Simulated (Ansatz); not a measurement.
**F2H5NO2Si2: a ladder of functionals and wavefunction methods**

Aim: compute F2H5NO2Si2 with functionals from several rungs and with coupled cluster. The yardstick is the atomisation energy at the CCSD(T) limit.

The runs use Ansatz 0.2.0, Gaussian basis; functionals in def2-TZVPP, the program's frozen cores in correlated methods.

Levels to be run: PBE-D4, r2SCAN-D4, PBE0-D4, B3LYP-D4, ωB97X-V, ωB97M-V, B2PLYP; CCSD(T)/def2-TZVPP; MP2/def2-QZVPP; extrapolation to the limit.

## Step 1: The relaxed structure

The geometry comes from an earlier relaxation with PBE0-D4 in a triple-zeta def2 set; it is a stationary point, not always the lowest conformer.

SMILES `O[SiH](O)N[SiH](F)F`, 12 atoms, charge 0, spin multiplicity 1.

Atoms are counted from 1 here; the program's logs count them from 0.

Bond lengths: O1–Si2 1.630 Å, O1–H8 0.958 Å, Si2–O3 1.637 Å, Si2–N4 1.717 Å, Si2–H9 1.483 Å, O3–H10 0.959 Å, N4–Si5 1.696 Å, N4–H11 1.011 Å, Si5–F6 1.587 Å, Si5–F7 1.592 Å, Si5–H12 1.468 Å. Angles: Si2–O1–H8 118.0°, O1–Si2–O3 109.2°, O1–Si2–N4 108.1°, O1–Si2–H9 109.9°, O3–Si2–N4 107.2°, O3–Si2–H9 111.0°, N4–Si2–H9 111.4°, Si2–O3–H10 118.4°, Si2–N4–Si5 126.1°, Si2–N4–H11 117.9°, Si5–N4–H11 116.0°, N4–Si5–F6 107.5°, N4–Si5–F7 109.6°, N4–Si5–H12 116.8°, F6–Si5–F7 107.8°, F6–Si5–H12 108.3°, F7–Si5–H12 106.5°.

## Step 2: PBE-D4 (GGA)

File in.yaml:

```yaml
crystal:
  periodic: [false, false, false]
  atoms:
    - {symbol: O, position_ang: [1.001516, -0.158916, 2.196541]}
    - {symbol: Si, position_ang: [0.813767, 0.514399, 0.723720]}
    - {symbol: O, position_ang: [-0.432363, 1.575154, 0.771709]}
    - {symbol: N, position_ang: [0.379905, -0.728328, -0.378249]}
    - {symbol: Si, position_ang: [-1.080658, -0.839645, -1.233165]}
    - {symbol: F, position_ang: [-0.898956, -1.960314, -2.342002]}
    - {symbol: F, position_ang: [-1.372341, 0.538322, -1.975376]}
    - {symbol: H, position_ang: [1.359758, 0.386801, 2.898086]}
    - {symbol: H, position_ang: [2.069981, 1.187198, 0.312466]}
    - {symbol: H, position_ang: [-0.594552, 2.123117, 0.001423]}
    - {symbol: H, position_ang: [1.036646, -1.482705, -0.523918]}
    - {symbol: H, position_ang: [-2.282703, -1.155083, -0.451246]}
basis:
  gaussian: {orbitals: def2-TZVPP}
hamiltonian: {xc: pbe, dispersion: d4}
output: {forces: true, orbitals: {seedname: orbitals}}
```

Command:

```bash
$ ansatz run in.yaml --threads 2 --pin off --events-out ev --progress --plain --max-ram 32768MiB --backend cuda --devices 0, --max-vram 18GiB
```

The runs that follow: r2SCAN-D4 (meta-GGA); PBE0-D4 (hybrid); B3LYP-D4 (hybrid); ωB97X-V (range-separated); ωB97M-V (range-separated); B2PLYP (double hybrid); CCSD(T) in def2-TZVPP; MP2 in def2-QZVPP.

Before running them: what should the planned runs give, taken together? Wanted: atomisation energy, CCSD(T)/CBS; farthest; mean size of error, hybrid; mean size of error, range-separated; gap, smallest and largest; T1 diagnostic; triples share of the correlation energy.

**Answer**, as computed:

| quantity | value |
| --- | --- |
| atomisation energy, CCSD(T)/CBS | 50.528 eV |
| functionals within 0.253 eV (0.5 %) | PBE-D4, ωB97X-V, ωB97M-V |
| farthest | PBE0-D4 (-1.113 eV) |
| mean size of error, hybrid | 0.879 eV |
| mean size of error, range-separated | 0.183 eV |
| gap, smallest and largest | 6.73 eV (PBE-D4), 13.48 eV (ωB97X-V) |
| T1 diagnostic | 0.0116 |
| triples share of the correlation energy | 3.2 % |

PBE-D4 is off by +0.024 eV. Double hybrids carry the basis error of their MP2 part in triple zeta, and no dispersion term here, so their miss is partly the set-up's. The reference freezes the cores and leaves out relativity and excitations past (T), so misses under about 0.253 eV can't be ranked. Hartree-Fock recovers 71 % of the binding; the rest is correlation. Orbital gaps span 6.7 to 13.5 eV; exact exchange widens them.
